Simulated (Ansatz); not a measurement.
# Ti2AlC (P6_3/mmc): band structure in Python

Does Ti2AlC (P6_3/mmc) have a gap, and where are its band edges? Wanted for Ti2AlC (P6_3/mmc): a band structure.

Computed with Ansatz 0.2.0 through its Python package. Level of theory: DFT PBEsol, plane waves, PAW.

### Step 1. The structure

Symmetry: P6_3/mmc, No. 194, hexagonal system. The conventional cell has a = 3.057 Å, b = 3.057 Å, c = 13.686 Å, α = 90.00°, β = 90.00°, γ = 120.00°. Ti (site symmetry 3m) has 3 C at 2.11 Å as nearest neighbours. Al (site symmetry -6m2) has 6 Ti at 2.88 Å and 6 Al at 3.06 Å as nearest neighbours. C (site symmetry -3m) is surrounded by 6 Ti at 2.11 Å.

No structure file is read: the coordinates are typed or built in the script.

### Step 2. The code

File bands_ti2alc.py:

```python
"""Bands of Ti2AlC along a path through the zone."""

import sys

import ansatz as az
import matplotlib.pyplot as plt
import numpy as np

crystal = (
    az.Lattice.of((3.057448, 0.0, 0.0), (-1.528724, 2.647828, 0.0), (0.0, 0.0, 13.68598))
    .atom("Ti", (1 / 3, 2 / 3, 0.084013))
    .atom("Ti", (2 / 3, 1 / 3, 0.584013))
    .atom("Ti", (2 / 3, 1 / 3, 0.915987))
    .atom("Ti", (1 / 3, 2 / 3, 0.415987))
    .atom("Al", (1 / 3, 2 / 3, 0.75))
    .atom("Al", (2 / 3, 1 / 3, 0.25))
    .atom("C", (0.0, 0.0, 0.0))
    .atom("C", (0.0, 0.0, 0.5))
)

# high-symmetry points in fractions of the reciprocal vectors
path = [
    ("G", (0.0, 0.0, 0.0)),
    ("M", (0.5, 0.0, 0.0)),
    ("K", (0.33333, 0.33333, 0.0)),
    ("G", (0.0, 0.0, 0.0)),
    ("A", (0.0, 0.0, 0.5)),
    ("L", (0.5, 0.0, 0.5)),
    ("H", (0.33333, 0.33333, 0.5)),
    ("A", (0.0, 0.0, 0.5)),
]
model = (
    crystal.calculation()
    .basis(550)
    .occupations("Gaussian", width=100 * az.meV)
    .kpoints(9, 9, 2)
    .functional("pbesol")
    .band_structure([point for _, point in path], intervals=4)
    .scf(extra_bands=10)
    .density_of_states(energy_step=0.05)
)
try:
    out = model.run(threads=1, backend="cpu")
except az.NonConvergedError as error:
    sys.exit(f"no convergence: {error}")
except az.RefusalError as error:
    sys.exit(f"input refused: {error}")
summary = out.report

energy = summary["free_energy_ev"]
print("Ti2AlC: {:.6f} eV = {:.6f} Ry = {:.6f} Ha".format(energy, energy / 13.605693, energy / 27.211386))
print("Fermi level {:.4f} eV, {} k-points, {} symmetry operations".format(summary["fermi_energy_ev"], summary["n_kpoints"], summary["n_symmetry_ops"]))

dos = out.density_of_states()
energy = np.asarray(dos.energies_ev) - dos.fermi_ev
states, count = np.asarray(dos.spin_summed_g_bin_mean_per_ev), np.asarray(dos.spin_summed_integrated)
g_fermi = float(np.interp(0.0, energy, states))
print(f"g(E_F) = {g_fermi:.3f} states/eV per cell")
# Sommerfeld coefficient of bare band electrons: pi^2 k_B^2 g / 3
gamma = np.pi ** 2 / 3 * 8.617333e-5 ** 2 * g_fermi * 96485.33e3 / len(out.lattice.sites)
print(f"bare Sommerfeld coefficient {gamma:.2f} mJ/(mol of atoms K^2)")
for low, high in ((-10, -6), (-6, -3), (-3, 0), (0, 3)):
    print(f"states between {low} and {high} eV: {np.interp(high, energy, count) - np.interp(low, energy, count):.3f}")

bands = out.band_structure()
fermi = bands.fermi_energy_ev
print(f"zero of the bands: {fermi:.3f} eV, the Fermi level found on the SCF mesh")
reciprocal = 2 * np.pi * np.linalg.inv(out.lattice.cell_ang).T
steps = np.linalg.norm(np.diff(bands.kpoints_frac @ reciprocal, axis=0), axis=1)
distance = np.concatenate([[0], np.cumsum(steps)])
fig, ax = plt.subplots(figsize=(5, 4))
for channel, colour in zip(bands.channels, ("C0", "C3")):
    ax.plot(distance, channel.eigenvalues_ev - fermi, colour, lw=1)
ax.set_xticks(distance[::4], [label for label, _ in path])
ax.set(ylim=(-8, 8), ylabel="E - E_F (eV)", xlim=(0, distance[-1]))
ax.grid(axis="x")
fig.savefig("bands.png", dpi=100)
first = bands.channels[0].eigenvalues_ev - fermi
near = np.argsort(np.abs(first.mean(axis=0)))[:4]
for band in sorted(near):
    print(f"band {band + 1}: {first[:, band].min():.3f} to {first[:, band].max():.3f} eV")
```

### Step 3. What the engine is handed

The engine receives this input:

```yaml
crystal:
  lattice:
    - [3.057448, 0.0, 0.0]
    - [-1.528724, 2.647828, 0.0]
    - [0.0, 0.0, 13.68598]
  atoms:
    - { symbol: Ti, position: [0.3333333333333333, 0.6666666666666666, 0.084013] }
    - { symbol: Ti, position: [0.6666666666666666, 0.3333333333333333, 0.584013] }
    - { symbol: Ti, position: [0.6666666666666666, 0.3333333333333333, 0.915987] }
    - { symbol: Ti, position: [0.3333333333333333, 0.6666666666666666, 0.415987] }
    - { symbol: Al, position: [0.3333333333333333, 0.6666666666666666, 0.75] }
    - { symbol: Al, position: [0.6666666666666666, 0.3333333333333333, 0.25] }
    - { symbol: C, position: [0.0, 0.0, 0.0] }
    - { symbol: C, position: [0.0, 0.0, 0.5] }
basis:
  ecutwfc: 550.0
kpoints:
  mp_grid:
    grid: [9, 9, 2]
  band_path:
    path:
      - [0.0, 0.0, 0.0]
      - [0.5, 0.0, 0.0]
      - [0.33333, 0.33333, 0.0]
      - [0.0, 0.0, 0.0]
      - [0.0, 0.0, 0.5]
      - [0.5, 0.0, 0.5]
      - [0.33333, 0.33333, 0.5]
      - [0.0, 0.0, 0.5]
    npoints: 4
hamiltonian:
  xc: pbesol
scf:
  n_extra_bands: 10
  occupations:
    method: gaussian
    width: 0.1
output:
  dos:
    de: 0.05
```

### Step 4. Running it

Command:

```sh
> python bands_ti2alc.py
```

The log of the run:

```text
Ti2AlC: -11444.132496 eV = -841.128232 Ry = -420.564116 Ha
Fermi level 11.4947 eV, 24 k-points, 24 symmetry operations
g(E_F) = 2.779 states/eV per cell
bare Sommerfeld coefficient 0.82 mJ/(mol of atoms K^2)
states between -10 and -6 eV: 3.559
states between -6 and -3 eV: 8.753
states between -3 and 0 eV: 16.014
states between 0 and 3 eV: 17.492
zero of the bands: 11.495 eV, the Fermi level found on the SCF mesh
band 29: -1.346 to 0.498 eV
band 30: -1.318 to 0.636 eV
band 31: -0.870 to 0.880 eV
band 32: -0.869 to 0.880 eV
```

It took 15 s on 1 thread of Arm Neoverse V1, shared host; peak memory 0.53 GiB.

Lines on the test bed's own set-up are left out of the output.

### Step 5. The run's own record

The report of the run holds:

```tsv
item	value
SCF cycles in all	6
k-points solved	24
plane waves	3275
bands	41
valence electrons	62
free energy (eV)	-11444.13250
Fermi level (eV)	11.495
lowest empty less highest filled level on the mesh, by band count (eV)	-1.709
```

### Step 6. Bands along the path

The run's results hold a band table, bands.tsv.

bands.tsv at the labelled points (eV, zero at the Fermi level; the bands nearest the Fermi level):

```
point  band 27  band 28  band 29  band 30  band 31  band 32  band 33  band 34
    Γ    -2.30    -1.37     0.31     0.64     0.87     0.87     0.89     0.89
    M    -2.38    -2.19    -1.35    -1.31    -0.78    -0.77     1.59     2.08
    K    -1.91    -1.24    -1.24    -1.23    -0.79    -0.79    -0.23     0.85
    Γ    -2.30    -1.37     0.31     0.64     0.87     0.87     0.89     0.89
    A    -1.83    -1.83     0.50     0.50     0.88     0.88     0.88     0.88
    L    -2.38    -2.38    -1.32    -1.32    -0.77    -0.77     1.85     1.85
    H    -1.61    -1.61    -1.28    -1.28    -0.75    -0.75     0.30     0.30
    A    -1.83    -1.83     0.50     0.50     0.88     0.88     0.88     0.88
```

### Step 7. Density of states

From dos.tsv among the run's results, states per cell in windows of 2 eV from the Fermi level (on a coarse mesh the curve is spiky, and it ends where the bands solved end):

```tsv
from	to	states
-10	-8	2.15
-8	-6	1.40
-6	-4	4.32
-4	-2	10.55
-2	0	9.91
0	2	10.09
2	4	9.73
```

### Step 8. Summary of results

| quantity | value |
| --- | --- |
| free energy | -11444.1325 eV (-1430.5166 eV/atom) |
| bands on the path | cross the Fermi level |

**Reading.** Bands cross the Fermi level along the path, so it is a metal at this level. What to keep in mind:
- The mesh is modest for a metal, so energies can be off by several to tens of meV an atom and pressures by half a GPa or more; differences at equal mesh fare better.
- An absolute Fermi energy rests on an arbitrary zero of the periodic potential and has no direct meaning.
- The structure comes from a database of computed cells and needn't be a stable or known phase.
- Levels are Kohn-Sham eigenvalues on this mesh.
- The computed bands are complete only to about 2.6 eV above the Fermi level; beyond that the density of states is undercounted.
